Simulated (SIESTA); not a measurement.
NiMoIrPdW:

```
Ni Mo Pd Ir W
1.0
     2.76616    0.00000    0.00000
    -1.38308    2.39557    0.00000
     0.00000    0.00000   11.02292
Ni Mo Pd Ir W
1 1 1 1 1
Direct
  0.33333 0.66667 0.59712
  0.00000 0.00000 0.41074
  0.66667 0.33333 0.79520
  0.66667 0.33333 0.19960
  0.33333 0.66667 0.99734
```

The cell was built by a generator and needn't be a form met in nature.

Base run:

- Program: SIESTA 5.4.2
- Functional: PBE
- Potentials or basis: PseudoDojo 0.4 standard (PBE files)
- Basis: DZP (energy shift 0.003 Ry; two zetas on semicore shells)
- Grid cutoff: 800 Ry
- Energy shift: 0.003 Ry
- k mesh: 11 × 11 × 3
- Occupations: fermi-dirac, width 0.05 eV
- Spin: collinear spin, ferromagnetic start
- Starting moments: [1.0, 1.0, 0.0, 0.6, 0.0] μB

Its results: band gap on the k mesh none (metal or under the smearing width); pressure 2.2 GPa; net moment 0.00 μB per cell; largest force 0.345 eV/Å.

**Question.** The run is repeated on the same cell with these changes: basis from DZP (energy shift 0.003 Ry; two zetas on semicore shells) to DZ (energy shift 0.003 Ry; two zetas on semicore shells). What comes out?

**Answer.** Band gap on the k mesh none (metal or under the smearing width); pressure -0.8 GPa; net moment 0.00 μB per cell; largest force 0.537 eV/Å.

Caveats: short orbitals over semicore shells can move pressures by several GPa; the valence orbitals were made in a potential fitted to the semicore shell under them, which widens gaps by tenths of an eV or more; spin-orbit coupling is left out, which moves the levels of the heavy elements; the basis of atomic orbitals isn't converged, which shifts pressures, moduli and gaps; the basis has no polarisation orbitals (some runs).
